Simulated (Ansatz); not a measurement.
# Si4NH11: taking an electron away

Aim: the vertical ionisation energy of Si4NH11, as cation minus neutral at the neutral's geometry, on several levels, and how well −ε(HOMO) stands in for it.

The runs use Ansatz 0.2.0, Gaussian basis; unrestricted cation, the program's frozen cores in correlated methods.

Levels to be run: UKS PBE-D4/def2-TZVPP; UKS r2SCAN-D4/def2-TZVPP; UKS PBE0-D4/def2-TZVPP; UKS B3LYP-D4/def2-TZVPP; UKS wB97X-V/def2-TZVPP; UKS wB97M-V/def2-TZVPP; UKS B2PLYP/def2-TZVPP; UHF-CCSD(T)/def2-TZVPP; UHF-MP2/def2-QZVPP; extrapolation to the limit; then −ε(HOMO) from the neutral's earlier runs with LDA (SPW92), PBE-D4, revPBE-D4, BLYP-D4, r2SCAN-D4, B97M-V, PBE0-D4, B3LYP-D4, r2SCANh-D4, r2SCAN0-D4, HSE06-D4, BHLYP-D4, CAM-B3LYP-D4, LC-ωPBE, ωB97X-V, ωB97M-V.

### Step 1. The relaxed structure

All runs share one geometry, relaxed beforehand with PBE0-D4 in a triple-zeta def2 set.

SMILES `[SiH3][SiH2]N[SiH2][SiH3]`, 16 atoms, charge 0, spin multiplicity 1.

Atoms are counted from 1 here; the program's logs count them from 0.

Bond lengths: Si1–Si2 2.343 Å, Si1–H6 1.488 Å, Si1–H7 1.491 Å, Si1–H8 1.488 Å, Si2–N3 1.729 Å, Si2–H9 1.493 Å, Si2–H10 1.488 Å, N3–Si4 1.732 Å, N3–H11 1.011 Å, Si4–Si5 2.342 Å, Si4–H12 1.494 Å, Si4–H13 1.491 Å, Si5–H14 1.487 Å, Si5–H15 1.490 Å, Si5–H16 1.487 Å. Angles: Si2–Si1–H6 110.7°, Si2–Si1–H7 109.7°, Si2–Si1–H8 110.9°, H6–Si1–H7 108.2°, H6–Si1–H8 109.0°, H7–Si1–H8 108.3°, Si1–Si2–N3 110.5°, Si1–Si2–H9 108.8°, Si1–Si2–H10 110.4°, N3–Si2–H9 113.0°, N3–Si2–H10 106.8°, H9–Si2–H10 107.2°, Si2–N3–Si4 129.3°, Si2–N3–H11 115.4°, Si4–N3–H11 115.0°, N3–Si4–Si5 111.6°, N3–Si4–H12 112.1°, N3–Si4–H13 109.5° and more.

Geometry (Å):

```xyz
16
charge 0, multiplicity 1
Si   -1.1717   -2.8399   -0.4131
Si    0.3419   -1.2194    0.3427
N     0.6870   -0.0813   -0.9122
Si    0.8328    1.6422   -0.8203
Si   -0.0630    2.4781    1.1752
H    -2.4886   -2.2239   -0.7295
H    -0.6464   -3.4767   -1.6544
H    -1.3681   -3.9028    0.6103
H     1.5629   -1.9055    0.8612
H    -0.2436   -0.4496    1.4741
H     0.9237   -0.4828   -1.8097
H     2.2537    2.0922   -0.9190
H     0.1194    2.2652   -1.9723
H     0.7080    2.0294    2.3651
H     0.0169    3.9638    1.0991
H    -1.4880    2.0883    1.3471
```

### Step 2. Cation, UKS PBE-D4/def2-TZVPP

in.yaml reads:

```yaml
crystal:
  periodic: [false, false, false]
  atoms:
    - {symbol: Si, position_ang: [-1.171720, -2.839920, -0.413067]}
    - {symbol: Si, position_ang: [0.341900, -1.219397, 0.342750]}
    - {symbol: N, position_ang: [0.687009, -0.081289, -0.912220]}
    - {symbol: Si, position_ang: [0.832827, 1.642223, -0.820340]}
    - {symbol: Si, position_ang: [-0.062967, 2.478091, 1.175228]}
    - {symbol: H, position_ang: [-2.488641, -2.223918, -0.729460]}
    - {symbol: H, position_ang: [-0.646366, -3.476653, -1.654351]}
    - {symbol: H, position_ang: [-1.368051, -3.902764, 0.610281]}
    - {symbol: H, position_ang: [1.562942, -1.905470, 0.861187]}
    - {symbol: H, position_ang: [-0.243589, -0.449594, 1.474137]}
    - {symbol: H, position_ang: [0.923711, -0.482764, -1.809725]}
    - {symbol: H, position_ang: [2.253676, 2.092221, -0.919039]}
    - {symbol: H, position_ang: [0.119412, 2.265155, -1.972256]}
    - {symbol: H, position_ang: [0.708037, 2.029400, 2.365090]}
    - {symbol: H, position_ang: [0.016876, 3.963753, 1.099110]}
    - {symbol: H, position_ang: [-1.487956, 2.088326, 1.347075]}
basis:
  gaussian: {orbitals: def2-TZVPP}
total_charge: 1
magnetization: {spin_polarized: true, initial_magnetization: 1}
hamiltonian: {xc: pbe, dispersion: d4}
```

The run is started by

```bash
$ ansatz run in.yaml --threads 2 --pin off --events-out ev --progress --plain --max-ram 32768MiB --backend cuda --devices 0, --max-vram 18GiB
```

Log:

```text
Functional definition: PBE
  name "PBE"
  cite "Perdew, Burke & Ernzerhof, Phys. Rev. Lett. 77, 3865 (1996) doi:10.1103/PhysRevLett.77.3865"
  parent pbe
  parameter kappa = 0.804
  parameter beta = 0.06672455060314922
  exchange = pbe_x(kappa = kappa, mu = beta*pi^2/3)
  correlation = pbe_c(beta = beta)
1956 factors; their error is unknown
mean field evaluation 1: about -33138.3828 eV, gradient 6.3e1 eV
mean field evaluation 2: about -33049.3210 eV, gradient 1.2e2 eV
mean field evaluation 4: about -33150.6562 eV, gradient 2.2e1 eV
mean field evaluation 8: about -33154.8816 eV, gradient 9.8e-1 eV
mean field evaluation 16: about -33154.8211 eV, gradient 3.6e-3 eV
mean field evaluation 32: about -33153.9308 eV, gradient 9.4e0 eV
mean field -33154.82108845 eV, -1218.4172018556 hartree, gradient 2.0e-5 eV, S^2 0.753183; 6 other end points of the search recorded, 0 dependent functions left out
reference -33154.82115532 eV, -1218.4172043131 hartree; 37, 36 occupied and 316, 317 virtual orbitals, 1956 factors
Total energy: -33155.21347085 eV, -1218.4316216431 hartree
```

It took 16 s on 1 × H100 (card shared with other runs) with 2 threads of AMD EPYC 7R13, shared host; peak host memory 0.95 GiB.

Less the neutral's -33163.9091 eV (earlier run), this gives 8.696 eV. ⟨S²⟩ = 0.753.

### Step 3. Cation, UKS r2SCAN-D4/def2-TZVPP

in.yaml, as its differences from that of step 2:

```diff
@@ -23,2 +23,2 @@
 magnetization: {spin_polarized: true, initial_magnetization: 1}
-hamiltonian: {xc: pbe, dispersion: d4}
+hamiltonian: {xc: r2scan, dispersion: d4}
```

Launched as before.

Log, cut to the lines that bear on the results:

```text
Functional definition: r2SCAN
  name "r2SCAN"
  cite "Furness, Kaplan, Ning, Perdew & Sun, J. Phys. Chem. Lett. 11, 8208 (2020) doi:10.1021/acs.jpclett.0c02405"
  cite "Furness, Kaplan, Ning, Perdew & Sun, J. Phys. Chem. Lett. 11, 9248 (2020) doi:10.1021/acs.jpclett.0c03077"
  parent r2scan
[...]
1956 factors; their error is unknown
[...]
mean field -33169.65230340 eV, -1218.9622389521 hartree, gradient 3.6e-5 eV, S^2 0.758657; 6 other end points of the search recorded, 0 dependent functions left out
reference -33169.65232701 eV, -1218.9622398198 hartree; 37, 36 occupied and 316, 317 virtual orbitals, 1956 factors
Total energy: -33169.75215659 eV, -1218.9659084890 hartree
```

Run time: 15 s. Hardware: 1 × H100 (card shared with other runs) with 2 threads of AMD EPYC 7R13, shared host; peak host memory 1 GiB.

Less the neutral's -33178.5768 eV (earlier run), this gives 8.825 eV. ⟨S²⟩ = 0.759.

### Step 4. Cation, UKS PBE0-D4/def2-TZVPP

in.yaml, as its differences from that of step 3:

```diff
@@ -23,2 +23,2 @@
 magnetization: {spin_polarized: true, initial_magnetization: 1}
-hamiltonian: {xc: r2scan, dispersion: d4}
+hamiltonian: {xc: pbe0, dispersion: d4}
```

Same command.

Log:

```text
Functional definition: PBE0
  name "PBE0"
  cite "Adamo & Barone, J. Chem. Phys. 110, 6158 (1999) doi:10.1063/1.478522"
  cite "Perdew, Burke & Ernzerhof, Phys. Rev. Lett. 77, 3865 (1996) doi:10.1103/PhysRevLett.77.3865"
  parent pbe
  parameter a = 0.25
  parameter kappa = 0.804
  parameter beta = 0.06672455060314922
  exchange = (1 - a)*pbe_x(kappa = kappa, mu = beta*pi^2/3) + a*exact_x
  correlation = pbe_c(beta = beta)
1968 factors; their error is unknown
mean field evaluation 1: about -33146.8809 eV, gradient 5.2e1 eV
mean field evaluation 2: about -33112.3215 eV, gradient 9.0e1 eV
mean field evaluation 4: about -33157.5116 eV, gradient 8.2e0 eV
mean field evaluation 8: about -33157.9930 eV, gradient 3.6e-1 eV
mean field evaluation 16: about -33158.0600 eV, gradient 6.4e-3 eV
mean field -33158.05998797 eV, -1218.5362292176 hartree, gradient 3.6e-5 eV, S^2 0.759568; 2 other end points of the search recorded, 0 dependent functions left out
reference -33158.06003837 eV, -1218.5362310696 hartree; 37, 36 occupied and 316, 317 virtual orbitals, 1968 factors
Total energy: -33158.39934597 eV, -1218.5487003942 hartree
```

Wall time 12 s (1 × H100 (card shared with other runs) with 2 threads of AMD EPYC 7R13, shared host); peak host memory 0.93 GiB.

Less the neutral's -33167.4242 eV (earlier run), this gives 9.025 eV. ⟨S²⟩ = 0.760.

### Step 5. Cation, UKS B3LYP-D4/def2-TZVPP

in.yaml, as its differences from that of step 4:

```diff
@@ -23,2 +23,2 @@
 magnetization: {spin_polarized: true, initial_magnetization: 1}
-hamiltonian: {xc: pbe0, dispersion: d4}
+hamiltonian: {xc: {name: B3LYP}, dispersion: d4}
```

Launched as before.

Log, cut to the lines that bear on the results:

```text
Functional definition: B3LYP
  name "B3LYP"
  cite "Stephens, Devlin, Chabalowski & Frisch, J. Phys. Chem. 98, 11623 (1994) doi:10.1021/j100096a001"
  cite "Becke, Phys. Rev. A 38, 3098 (1988) doi:10.1103/PhysRevA.38.3098"
  cite "Lee, Yang & Parr, Phys. Rev. B 37, 785 (1988) doi:10.1103/PhysRevB.37.785"
  cite "Vosko, Wilk & Nusair, Can. J. Phys. 58, 1200 (1980) doi:10.1139/p80-159"
[...]
1968 factors; their error is unknown
[...]
mean field -33175.96760268 eV, -1219.1943219198 hartree, gradient 4.5e-5 eV, S^2 0.757572; 3 other end points of the search recorded, 0 dependent functions left out
reference -33175.96799972 eV, -1219.1943365108 hartree; 37, 36 occupied and 316, 317 virtual orbitals, 1968 factors
Total energy: -33176.60252534 eV, -1219.2176548975 hartree
```

Wall time 14 s (1 × H100 (card shared with other runs) with 2 threads of AMD EPYC 7R13, shared host); peak host memory 0.95 GiB.

Less the neutral's -33185.6538 eV (earlier run), this gives 9.051 eV. ⟨S²⟩ = 0.758.

### Step 6. Cation, UKS wB97X-V/def2-TZVPP

in.yaml, as its differences from that of step 5:

```diff
@@ -23,2 +23,2 @@
 magnetization: {spin_polarized: true, initial_magnetization: 1}
-hamiltonian: {xc: {name: B3LYP}, dispersion: d4}
+hamiltonian: {xc: {name: wB97X-V}}
```

Launched as before.

Log, cut to the lines that bear on the results:

```text
Functional definition: wB97X-V
  name "wB97X-V"
  cite "Mardirossian & Head-Gordon, Phys. Chem. Chem. Phys. 16, 9904 (2014) doi:10.1039/C3CP54374A"
  cite "Becke, J. Chem. Phys. 107, 8554 (1997) doi:10.1063/1.475007"
  cite "Vydrov & Van Voorhis, J. Chem. Phys. 133, 244103 (2010) doi:10.1063/1.3521275"
[...]
      + integral(e_c_pw_opposite_spin*poly(b97_u_opposite, cos0, cos1)) + vv10(b, c)
1968 factors; their error is unknown
469 factors; integrals over basis functions are off by at most 1.2e-5 eV
[...]
mean field -33167.71368139 eV, -1218.8909959072 hartree, gradient 6.3e-5 eV, S^2 0.762017; 4 other end points of the search recorded, 0 dependent functions left out
reference -33167.71367818 eV, -1218.8909957894 hartree; 37, 36 occupied and 316, 317 virtual orbitals, 1968 factors
Total energy: -33167.71367818 eV, -1218.8909957894 hartree
```

Run time: 21 s. Hardware: 1 × H100 (card shared with other runs) with 2 threads of AMD EPYC 7R13, shared host; peak host memory 1.1 GiB.

Less the neutral's -33177.0287 eV (earlier run), this gives 9.315 eV. ⟨S²⟩ = 0.762.

### Step 7. Cation, UKS wB97M-V/def2-TZVPP

in.yaml, as its differences from that of step 6:

```diff
@@ -23,2 +23,2 @@
 magnetization: {spin_polarized: true, initial_magnetization: 1}
-hamiltonian: {xc: {name: wB97X-V}}
+hamiltonian: {xc: {name: wB97M-V}}
```

Launched as before.

Log, cut to the lines that bear on the results:

```text
Functional definition: wB97M-V
  name "wB97M-V"
  cite "Mardirossian & Head-Gordon, J. Chem. Phys. 144, 214110 (2016) doi:10.1063/1.4952647"
  cite "Becke, J. Chem. Phys. 107, 8554 (1997) doi:10.1063/1.475007"
  cite "Vydrov & Van Voorhis, J. Chem. Phys. 133, 244103 (2010) doi:10.1063/1.3521275"
  # Of w^i u^j: cxij and so on, Table III.
[...]
  gx(w, u) = 1 - cx + cx01*u + cx10*w
  gss(w, u) = css00 + css04*u^4 + css10*w + css20*w^2 + css43*w^4*u^3
  gos(w, u) = cos00 + cos10*w + (cos20 + cos21*u)*w^2 + (cos60 + cos61*u)*w^6
[...]
      + integral(e_c_pw_mod_opposite_spin*gos(b97_w_opposite, b97_u_opposite)) + vv10(b, c)
1968 factors; their error is unknown
469 factors; integrals over basis functions are off by at most 1.2e-5 eV
[...]
mean field -33169.32276594 eV, -1218.9501286739 hartree, gradient 4.4e-5 eV, S^2 0.759236; 4 other end points of the search recorded, 0 dependent functions left out
reference -33169.32284387 eV, -1218.9501315379 hartree; 37, 36 occupied and 316, 317 virtual orbitals, 1968 factors
Total energy: -33169.32284387 eV, -1218.9501315379 hartree
```

It took 23 s on 1 × H100 (card shared with other runs) with 2 threads of AMD EPYC 7R13, shared host; peak host memory 1.2 GiB.

The neutral molecule at this level: -33178.5925 eV. Difference: 9.270 eV. ⟨S²⟩ = 0.759.

### Step 8. Cation, UKS B2PLYP (frozen core)/def2-TZVPP

in.yaml, as its differences from that of step 7:

```diff
@@ -23,2 +23,2 @@
 magnetization: {spin_polarized: true, initial_magnetization: 1}
-hamiltonian: {xc: {name: wB97M-V}}
+hamiltonian: {xc: {name: B2PLYP}}
```

Same command.

Log, cut to the lines that bear on the results:

```text
Functional definition: B2PLYP
  name "B2PLYP"
  cite "Grimme, J. Chem. Phys. 124, 034108 (2006) doi:10.1063/1.2148954"
  cite "Becke, Phys. Rev. A 38, 3098 (1988) doi:10.1103/PhysRevA.38.3098"
  cite "Lee, Yang & Parr, Phys. Rev. B 37, 785 (1988) doi:10.1103/PhysRevB.37.785"
[...]
1989 factors; integrals over basis functions are off by at most 1.4e-3 eV
[...]
mean field -33152.24810971 eV, -1218.3226466311 hartree, gradient 2.2e-6 eV, S^2 0.768417; 4 other end points of the search recorded, 0 dependent functions left out
21 core orbitals not correlated: weight in the atoms' cores, before any rotation towards them, 1.000 or more for the frozen orbitals, at most 0.000 for the correlated occupied ones
reference -33152.24836011 eV, -1218.3226558329 hartree; 16, 15 occupied and 316, 317 virtual orbitals, 1989 factors
second order -23.15316414 eV of doubles, -0.00000000 eV of singles
Total energy: -33158.49971442 eV, -1218.5523888667 hartree
```

Wall time 19 s (1 × H100 (card shared with other runs) with 2 threads of AMD EPYC 7R13, shared host); peak host memory 1.6 GiB.

Less the neutral's -33167.6683 eV (earlier run), this gives 9.169 eV. ⟨S²⟩ = 0.768.

### Step 9. Cation, UHF-CCSD(T)/def2-TZVPP

in.yaml, as its differences from that of step 8:

```diff
@@ -23,2 +23,3 @@
 magnetization: {spin_polarized: true, initial_magnetization: 1}
-hamiltonian: {xc: {name: B2PLYP}}
+correlation: {method: ccsd_t}
+scf: {omitted_lower_state_checks: [cluster_reference]}
```

The command is unchanged.

Log, cut to the lines that bear on the results:

```text
Functional definition: HF
  name "HF"
  cite "Fock, Z. Phys. 61, 126 (1930) doi:10.1007/BF01340294"
  parent pbe
[...]
1989 factors; integrals over basis functions are off by at most 1.4e-3 eV
[...]
mean field -33099.42981440 eV, -1216.3816100797 hartree, gradient 8.2e-6 eV, S^2 0.770022; 5 other end points of the search recorded, 0 dependent functions left out
21 core orbitals not correlated: weight in the atoms' cores, before any rotation towards them, 1.000 or more for the frozen orbitals, at most 0.000 for the correlated occupied ones
reference -33099.42981440 eV, -1216.3816100797 hartree; 16, 15 occupied and 316, 317 virtual orbitals, 1989 factors
second order -18.18279435 eV of doubles, -0.00000000 eV of singles
cycle   1  -20.05790423 eV  change    -1.9e0 eV  update   1.3e-1
[...]
cycle  18  -21.06708681 eV  change   -3.3e-5 eV  update   2.9e-5
perturbative correction -0.78501878 eV, -0.0288489082 hartree
Total energy: -33121.28191999 eV, -1217.1846601484 hartree
Checks for a lower state left out: cluster_reference
```

Run time: 2.2 min. Hardware: 1 × H100 (card shared with other runs) with 2 threads of AMD EPYC 7R13, shared host; peak host memory 1.5 GiB.

The neutral molecule at this level: -33130.6201 eV. Difference: 9.338 eV. ⟨S²⟩ = 0.770. T1 = 0.042 (report).

### Step 10. Cation, UHF-MP2/def2-QZVPP

in.yaml, as its differences from that of step 9:

```diff
@@ -20,6 +20,6 @@
 basis:
-  gaussian: {orbitals: def2-TZVPP}
+  gaussian: {orbitals: "def2-QZVPP.json"}
 total_charge: 1
 magnetization: {spin_polarized: true, initial_magnetization: 1}
-correlation: {method: ccsd_t}
+correlation: {method: mp2}
 scf: {omitted_lower_state_checks: [cluster_reference]}
```

The command is unchanged.

Log, cut to the lines that bear on the results:

```text
Functional definition: HF
  name "HF"
  cite "Fock, Z. Phys. 61, 126 (1930) doi:10.1007/BF01340294"
  parent pbe
[...]
3879 factors; integrals over basis functions are off by at most 8.8e-4 eV
[...]
mean field -33100.50296070 eV, -1216.4210474789 hartree, gradient 1.8e-6 eV, S^2 0.770090; 5 other end points of the search recorded, 0 dependent functions left out
21 core orbitals not correlated: weight in the atoms' cores, before any rotation towards them, 1.000 or more for the frozen orbitals, at most 0.000 for the correlated occupied ones
reference -33100.50296070 eV, -1216.4210474789 hartree; 16, 15 occupied and 630, 631 virtual orbitals, 3879 factors
second order -19.52035192 eV of doubles, -0.00000000 eV of singles
Total energy: -33120.02331262 eV, -1217.1384071807 hartree
Checks for a lower state left out: cluster_reference
```

It took 26 s on 1 × H100 (card shared with other runs) with 2 threads of AMD EPYC 7R13, shared host; peak host memory 1.4 GiB.

The neutral molecule at this level: -33129.8866 eV. Difference: 9.863 eV. ⟨S²⟩ = 0.770.

### Step 11. Extrapolating to the complete basis

This step is arithmetic on the last runs, with X = 3 and 4: exp(−7.88√X) for Hartree-Fock, X^−2.97 for correlation; only MP2 was run in the larger set, so CCSD(T) minus MP2 is added from the smaller one.

| level | energy at the limit (eV) |
| --- | --- |
| HF | -33100.6508 |
| MP2 | -33121.1619 |
| CCSD | -33124.0462 |
| CCSD(T) | -33124.8312 |

The neutral's limit, from its own earlier runs, is -33134.3056 eV in the additive form (MP2 limit plus CCSD(T) minus MP2 in triple zeta), in which the cation has -33124.8312 eV.

### Step 12. The ladder

Differences are taken before rounding.

```csv
method,ionisation energy (eV),from CCSD(T)/CBS (eV),time
PBE-D4,8.70,-0.78,22 s
r2SCAN-D4,8.82,-0.65,22 s
PBE0-D4,9.02,-0.45,18 s
B3LYP-D4,9.05,-0.42,22 s
ωB97X-V,9.31,-0.16,28 s
ωB97M-V,9.27,-0.20,29 s
B2PLYP,9.17,-0.31,25 s
HF/def2-TZVPP,8.40,-1.07,
MP2/def2-TZVPP,9.79,+0.31,
CCSD/def2-TZVPP,9.33,-0.14,
CCSD(T)/def2-TZVPP,9.34,-0.14,2.5 min
CCSD(T)/CBS,9.47,0,3.1 min
```

Among the levels timed on like hardware and quicker than the yardstick, those that no quicker one beats, quickest first: PBE0-D4 (18 s, -0.45 eV); B3LYP-D4 (22 s, -0.42 eV); B2PLYP (25 s, -0.31 eV); ωB97X-V (28 s, -0.16 eV); CCSD(T)/def2-TZVPP (2.5 min, -0.14 eV).

Times add the cation's run and the neutral's; HF, MP2 and CCSD come out of the CCSD(T) runs.

Orbital estimates, from the neutral's runs:

| functional | −ε(HOMO) (eV) | by energy difference (eV) |
| --- | --- | --- |
| LDA (SPW92) | 6.19 |  |
| PBE-D4 | 6.11 | 8.70 |
| revPBE-D4 | 6.07 |  |
| BLYP-D4 | 5.99 |  |
| r2SCAN-D4 | 6.38 | 8.82 |
| B97M-V | 6.56 |  |
| PBE0-D4 | 7.34 | 9.02 |
| B3LYP-D4 | 7.13 | 9.05 |
| r2SCANh-D4 | 6.84 |  |
| r2SCAN0-D4 | 7.52 |  |
| HSE06-D4 | 6.94 |  |
| BHLYP-D4 | 8.48 |  |
| CAM-B3LYP-D4 | 8.65 |  |
| LC-ωPBE | 9.96 |  |
| ωB97X-V | 9.65 | 9.31 |
| ωB97M-V | 9.50 | 9.27 |

### Step 13. Outcome

```
                        quantity               value
  ionisation energy, CCSD(T)/CBS             9.47 eV
nearest functional by difference  ωB97X-V (-0.16 eV)
                nearest −ε(HOMO)  ωB97M-V (+0.02 eV)
                 −ε(HOMO) of PBE             6.11 eV
                T1 of the cation               0.042
```

**Reading.** Energy differences with functionals land within 0.78 eV of the reference. The PBE orbital energy is 3.4 eV too small: a semilocal HOMO is no ionisation energy. Among orbital estimates ωB97M-V comes nearest. Hartree-Fock falls 1.07 eV short, as the neutral has more correlation energy than the cation. The cation's T1 (from the report) is 0.042, near the customary mark of 0.045 for open shells, so the coupled-cluster value is less safe.

For cost: CCSD(T)/def2-TZVPP gets within 0.14 eV in 2.5 min, where CCSD(T)/CBS took 3.1 min; the quickest level in the cost chart, PBE0-D4, takes 18 s and misses by 0.45 eV.
